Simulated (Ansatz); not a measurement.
# ClH2NSn: rotation by 180° about the N1–Sn2 bond

All numbers below are computed with Ansatz 0.2.0 (RKS revPBE-D4/def2-SVP).

### Step 1. The structure to begin with

Bond lengths: N1–Sn2 2.008 Å, Sn2–Cl3 2.330 Å, N1–H4 1.105 Å, N1–H5 1.049 Å. Angles: N1–Sn2–Cl3 107.8°, Sn2–N1–H4 108.1°, Sn2–N1–H5 110.9°, H4–N1–H5 106.4°.

Structure file:

```xyz
5

N    -0.8326    0.5287   -0.2762
Sn   -0.1417   -0.6319    1.2101
Cl    1.9974   -1.3428    0.6206
H    -0.1274    1.3684   -0.4110
H    -0.8459    0.0040   -1.1850
```

### Step 2. Relaxing end A

File input.yaml:

```yaml
crystal:
  periodic: [false, false, false]
  atoms:
    - { symbol: "N", position_ang: [-0.8326, 0.5287, -0.2762] }
    - { symbol: Sn, position_ang: [-0.1417, -0.6319, 1.2101] }
    - { symbol: Cl, position_ang: [1.9974, -1.3428, 0.6206] }
    - { symbol: H, position_ang: [-0.1274, 1.3684, -0.411] }
    - { symbol: H, position_ang: [-0.8459, 0.004, -1.185] }
basis:
  gaussian: { orbitals: def2-SVP }
hamiltonian:
  xc: revpbe
  dispersion: d4
relax:
  f_tol: 0.015
  max_steps: 40
```

Run with:

```sh
$ ansatz run input.yaml --threads 1 --pin off --max-ram 2048MiB --backend cpu --events-out ev --progress --plain --runs-dir out
```

Q: Estimate wall time and peak memory on 1 thread of an x86-64 CPU, shared host.

About 28 s, with a peak of 0.14 GiB.
